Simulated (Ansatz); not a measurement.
# BAs: the cost of one run

Computed with Ansatz 0.2.0 (DFT LDA, scalar-relativistic, plane waves, PAW, unless a step's input says otherwise).

### Step 1. The structure to begin with

Symmetry: F-43m, No. 216, cubic system. The conventional cell has a = 5.047 Å, b = 5.047 Å, c = 5.047 Å, α = 90.00°, β = 90.00°, γ = 90.00°. Around B (site symmetry -43m) lie 4 As at 2.19 Å. Around As (site symmetry -43m) lie 4 B at 2.19 Å.

As a file:

```cif
data_structure
_symmetry_space_group_name_H-M 'P 1'
_symmetry_Int_Tables_number 1
_cell_length_a 3.5689
_cell_length_b 3.5689
_cell_length_c 3.5689
_cell_angle_alpha 60.000
_cell_angle_beta 60.000
_cell_angle_gamma 60.000
_cell_volume 32.14
loop_
_atom_site_label
_atom_site_type_symbol
_atom_site_fract_x
_atom_site_fract_y
_atom_site_fract_z
_atom_site_occupancy
B1 B 0.00000 0.00000 0.00000 1
As1 As 0.25000 0.25000 0.25000 1
```

The cell was made up by rule, so the compound may not exist in this form.

This is a trial structure, the zincblende prototype, and another one may lie lower.

### Step 2. Coarse point 1 of the search for the rest volume

File input.yaml:

```yaml
crystal:
  lattice:
    - [0.0, 2.5235980266, 2.5235980266]
    - [2.5235980266, 0.0, 2.5235980266]
    - [2.5235980266, 2.5235980266, 0.0]
  atoms:
    - { symbol: B, position: [0.0, 0.0, 0.0] }
    - { symbol: As, position: [0.25, 0.25, 0.25] }
basis:
  ecutwfc: 420
kpoints:
  mp_grid: { grid: [6, 6, 6] }
hamiltonian:
  xc: lda
scf:
  occupations: { method: gaussian, width: 0.05 }
output:
  forces: true
  stress: true
  eigenvalues: true
```

Launch:

```bash
$ ansatz run input.yaml --threads 4 --pin off --max-ram 12288MiB --backend cpu --events-out ev --progress --plain --runs-dir out
```

**Question.** How long does this run take on 4 threads of Oxide Virtual Turin-like (Zen 5), shared host, and how much memory does it need?

About 2.7 s, with a peak of 0.33 GiB.
